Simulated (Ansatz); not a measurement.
# One shape, several levels: [GeH5]− (SMILES [H][Ge-]([H])([H])([H])[H])

Wanted: a comparison of 6 runs (UHF/STO-3G, r2SCAN0/STO-3G, wB97M-V/STO-3G, MP2/STO-3G, BCCD(T)/STO-3G, CCSD(T)/STO-3G) of [GeH5]−. 

The results are computed with Ansatz 0.2.0.

## (1) The system as given

[GeH5]−: 6 atoms, total charge -1, spin state singlet. As SMILES, `[H][Ge-]([H])([H])([H])[H]`. The H6–Ge1 distance was set to 2.271 Å, away from the relaxed value. At this shape a bond of the SMILES string is far longer than usual.

Bond lengths: Ge1–H2 1.762 Å, Ge1–H3 1.782 Å, Ge1–H4 1.515 Å, Ge1–H5 1.514 Å. Angles: H2–Ge1–H3 179.8°, H2–Ge1–H4 90.4°, H2–Ge1–H5 90.0°, H3–Ge1–H4 89.6°, H3–Ge1–H5 89.8°, H4–Ge1–H5 120.0°.

## (2) The energy at UHF/STO-3G (run 1)

File in.yaml:

```yaml
crystal:
  periodic: [false, false, false]
  atoms:
    - {symbol: Ge, position_ang: [0.373506, 0.657282, 0.017949]}
    - {symbol: H, position_ang: [0.349856, 0.652592, 1.780049]}
    - {symbol: H, position_ang: [0.395336, 0.667782, -1.763511]}
    - {symbol: H, position_ang: [1.888236, 0.669322, 0.027029]}
    - {symbol: H, position_ang: [-0.393704, 1.962452, 0.011409]}
    - {symbol: H, position_ang: [-0.746540, -1.317780, -0.016130]}
basis:
  gaussian:
    orbitals: STO-3G
total_charge: -1
magnetization:
  spin_polarized: true
hamiltonian:
  xc: hf
accuracy: high
```

Run with:

```
$ ansatz run in.yaml --threads 1 --pin off --max-ram 2610MiB --events-out events.jsonl --progress --plain --runs-dir runs
```

The program printed:

```text
Warning: RAYON_NUM_THREADS=1 ignored (pool sized by the plan → 1); use --threads N
Functional definition: HF
  name "HF"
  exchange = exact_x
  correlation = 0
309 factors; integrals over basis functions are off by at most 5.9e-9 eV
mean field evaluation 1: about -55898.4460 eV, gradient 7.6e0 eV
mean field evaluation 2: about -55898.4668 eV, gradient 7.5e0 eV
mean field evaluation 4: about -55899.2857 eV, gradient 3.5e-1 eV
mean field evaluation 8: about -55899.2858 eV, gradient 4.9e-6 eV
mean field evaluation 16: about -55899.5244 eV, gradient 8.6e-3 eV
mean field evaluation 32: about -55899.2518 eV, gradient 1.3e0 eV
mean field -55899.52172547 eV, -2054.2695333543 hartree, gradient 1.1e-8 eV, S^2 0.454723; 2 other end points of the search recorded, 0 dependent functions left out
reference -55899.52172547 eV, -2054.2695333543 hartree; 19, 19 occupied and 4, 4 virtual orbitals, 309 factors
Total energy: -55899.52172547 eV, -2054.2695333543 hartree
```

Wall time 0.2 s (1 thread of Arm Neoverse V2, shared host).

## (3) The energy at r2SCAN0/STO-3G (run 2)

File in.yaml:

```yaml
crystal:
  periodic: [false, false, false]
  atoms:
    - symbol: Ge
      position_ang: [0.373506, 0.657282, 0.017949]
    - symbol: H
      position_ang: [0.349856, 0.652592, 1.780049]
    - symbol: H
      position_ang: [0.395336, 0.667782, -1.763511]
    - symbol: H
      position_ang: [1.888236, 0.669322, 0.027029]
    - symbol: H
      position_ang: [-0.393704, 1.962452, 0.011409]
    - symbol: H
      position_ang: [-0.746540, -1.317780, -0.016130]
basis:
  gaussian:
    orbitals: STO-3G
total_charge: -1
hamiltonian:
  xc: {name: r2SCAN0}
accuracy: high
```

Run with:

```
$ ansatz run in.yaml --threads 1 --pin off --max-ram 2610MiB --events-out events.jsonl --progress --plain --runs-dir runs
```

The program printed:

```text
Warning: RAYON_NUM_THREADS=1 ignored (pool sized by the plan → 1); use --threads N
Functional definition: r2SCAN0
  name "r2SCAN0"
  parameter a = 0.25
  parameter k0 = 0.174
  parameter k1 = 0.065
  parameter a1 = 4.9479
  exchange = (1 - a)*r2scan_x(k0 = k0, k1 = k1, a1 = a1) + a*exact_x
  correlation = r2scan_c
309 factors; integrals over basis functions are off by at most 5.9e-9 eV
mean field evaluation 1: about -55928.0581 eV, gradient 6.3e1 eV
mean field evaluation 2: about -55928.5693 eV, gradient 4.0e1 eV
mean field evaluation 4: about -55941.5039 eV, gradient 7.8e0 eV
mean field evaluation 8: about -55941.8947 eV, gradient 3.4e-2 eV
mean field evaluation 16: about -55941.8948 eV, gradient 1.7e-6 eV
mean field -55941.89475205 eV, -2055.8267133598 hartree, gradient 4.0e-8 eV, S^2 0.000000; 0 other end points of the search recorded, 0 dependent functions left out
reference -55941.89475241 eV, -2055.8267133728 hartree; 19, 19 occupied and 4, 4 virtual orbitals, 309 factors
Total energy: -55941.89475241 eV, -2055.8267133728 hartree
```

It took 2.5 s on 1 thread of Arm Neoverse V2, shared host; peak memory 0.13 GiB.

Runs 3 to 5 aren't shown in full; the table further down has their settings and results.

## (4) The energy at CCSD(T)/STO-3G (run 6)

File job.yaml:

```yaml
crystal:
  periodic: [false, false, false]
  atoms:
    - {symbol: Ge, position_ang: [0.373506, 0.657282, 0.017949]}
    - {symbol: H, position_ang: [0.349856, 0.652592, 1.780049]}
    - {symbol: H, position_ang: [0.395336, 0.667782, -1.763511]}
    - {symbol: H, position_ang: [1.888236, 0.669322, 0.027029]}
    - {symbol: H, position_ang: [-0.393704, 1.962452, 0.011409]}
    - {symbol: H, position_ang: [-0.746540, -1.317780, -0.016130]}
basis:
  gaussian:
    orbitals: STO-3G
total_charge: -1
correlation:
  method: ccsd_t
  frozen_orbitals: {Ge: 9, H: 0}
accuracy: high
scf:
  omitted_lower_state_checks: [cluster_reference, increment]
```

Run with:

```
$ ansatz run job.yaml --threads 1 --pin off --max-ram 2610MiB --events-out events.jsonl --progress --plain --runs-dir runs
```

The program printed (excerpt; [...] marks lines left out):

```text
Warning: RAYON_NUM_THREADS=1 ignored (pool sized by the plan → 1); use --threads N
[... 2 set-up lines as earlier in the session ...]
[...]
309 factors; integrals over basis functions are off by at most 5.9e-9 eV
[...]
mean field -55899.28575128 eV, -2054.2608614627 hartree, gradient 8.8e-8 eV, S^2 0.000000; 0 other end points of the search recorded, 0 dependent functions left out; unrestricted orbitals would lower it
9 core orbitals not correlated: weight in the atoms' cores, before any rotation towards them, 1.000 or more for the frozen orbitals, at most 0.000 for the correlated occupied ones
reference -55899.28575128 eV, -2054.2608614627 hartree; 10, 10 occupied and 4, 4 virtual orbitals, 309 factors
second order -1.82101559 eV of doubles, -0.00000000 eV of singles
cycle   1  -2.41147089 eV  change   -5.9e-1 eV  update   8.9e-2
[...]
cycle  22  -2.82972962 eV  change   8.9e-10 eV  update  5.1e-10
perturbative correction -0.04770231 eV, -0.0017530275 hartree
Total energy: -55902.16318321 eV, -2054.3666051357 hartree
Checks for a lower state left out: cluster_reference, increment
```

Wall time 0.16 s (1 thread of Arm Neoverse V2, shared host).

## (5) Overview of the runs

```csv
run,level,frozen core orbitals,energy (Eh),wall time
1,UHF/STO-3G,–,-2054.269533,0.2 s
2,r2SCAN0/STO-3G,–,-2055.826713,2.5 s
3,wB97M-V/STO-3G,–,-2055.764735,14 s
4,MP2/STO-3G,9,-2054.327783,0.12 s
5,BCCD(T)/STO-3G,9,-2054.366650,0.2 s
6,CCSD(T)/STO-3G,9,-2054.366605,0.16 s
```

## (6) Outcome

| quantity | value |
| --- | --- |
| run 6: total energy | -2054.36661 Eh |
| run 6: correlation energy (9 core orbitals frozen) | -105.7 mEh |
| run 6: (T) correction | -1.75 mEh |
| run 6: T1 diagnostic | 0.014 |

**Reading.** Below the UHF energy at the same shape and in the same basis (STO-3G): MP2 -58.2 mEh; BCCD(T) -97.1 mEh; CCSD(T) -97.1 mEh. Some of these start from another determinant than that one, so these aren't their correlation energies. Totals of different functionals can't be ranked against each other. In runs 4, 5, 6 the log says that unrestricted orbitals would lower the reference, so the values rest on an unstable closed-shell determinant (other closed-shell runs at this shape may share the fault). In runs 1, 2, 3, 4, 5, 6 the basis is minimal, so the values are rough. Spin contamination of the reference: run 1 ⟨S²⟩ = 0.45. All runs together took 17 s, the longest 14 s.
